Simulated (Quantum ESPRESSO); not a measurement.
A run of Quantum ESPRESSO 7.5:

pw.in

```
&CONTROL
  calculation = 'scf'
  prefix = 'pwscf'
  outdir = './tmp'
  pseudo_dir = './pseudo'
  tprnfor = .true.
  tstress = .true.
  disk_io = 'low'
/
&SYSTEM
  ibrav = 0
  nat = 7
  ntyp = 2
  ecutwfc = 80
  nbnd = 60
  input_dft = 'pbesol'
  occupations = 'smearing'
  smearing = 'fd'
  degauss = 0.00734986
  vdw_corr = 'grimme-d3'
  dftd3_version = 4
/
&ELECTRONS
  conv_thr = 1.4d-09
  electron_maxstep = 120
  mixing_beta = 0.5
/
ATOMIC_SPECIES
Ga    69.7230 Ga.upf
As    74.9216 As.upf
CELL_PARAMETERS angstrom
   4.8887757000    0.0000000000    0.0000000000
  -2.4443878500    4.2338039500    0.0000000000
   0.0000000000    0.0000000000    5.2866125900
ATOMIC_POSITIONS crystal
Ga     0.3328968300    0.0000000000    0.5000000000
Ga     0.6671031700    0.0000000000    0.5000000000
Ga     0.0000000000    0.3328968300    0.5000000000
Ga     0.0000000000    0.6671031700    0.5000000000
Ga     0.6671031700    0.6671031700    0.5000000000
Ga     0.3328968300    0.3328968300    0.5000000000
As     0.0000000000    0.0000000000    0.0000000000
K_POINTS automatic
6 6 5 0 0 0
```

pp_density.in

```
&INPUTPP
  prefix = 'pwscf'
  outdir = './tmp'
  filplot = 'density.dat'
  plot_num = 0
/
&PLOT
  nfile = 1
  filepp(1) = 'density.dat'
  iflag = 3
  output_format = 6
  fileout = 'density.cube'
/
```

pp_potential.in

```
&INPUTPP
  prefix = 'pwscf'
  outdir = './tmp'
  filplot = 'potential.dat'
  plot_num = 11
/
&PLOT
  nfile = 1
  filepp(1) = 'potential.dat'
  iflag = 3
  output_format = 6
  fileout = 'potential.cube'
/
```

Contents of pp_elf.in:

```
&INPUTPP
  prefix = 'pwscf'
  outdir = './tmp'
  filplot = 'elf.dat'
  plot_num = 8
/
&PLOT
  nfile = 1
  filepp(1) = 'elf.dat'
  iflag = 3
  output_format = 6
  fileout = 'elf.cube'
/
```

File pp_potential_ks.in:

```
&INPUTPP
  prefix = 'pwscf'
  outdir = './tmp'
  filplot = 'potential_ks.dat'
  plot_num = 1
/
&PLOT
  nfile = 1
  filepp(1) = 'potential_ks.dat'
  iflag = 3
  output_format = 6
  fileout = 'potential_ks.cube'
/
```

Potentials or basis: PseudoDojo 0.4.1 SR LDA standard.

Run with:

```bash
$ OMP_NUM_THREADS=1 pw.x -in pw.in > pw.out
$ OMP_NUM_THREADS=1 pp.x -in pp_density.in > pp_density.out
$ OMP_NUM_THREADS=1 pp.x -in pp_potential.in > pp_potential.out
$ OMP_NUM_THREADS=1 pp.x -in pp_elf.in > pp_elf.out
$ OMP_NUM_THREADS=1 pp.x -in pp_potential_ks.in > pp_potential_ks.out
```

Hardware: 1 thread of AMD EPYC 7R13 Processor (Zen 3), on a shared host.

Q: Estimate the wall time of this run.

A: Wall time 2.5 min on 1 thread of AMD EPYC 7R13 Processor (Zen 3), with other jobs on the host, peak memory 0.3 GiB. Counts: scf iterations 12, k pools 1, bands 60, k points 21, g dense 71475.
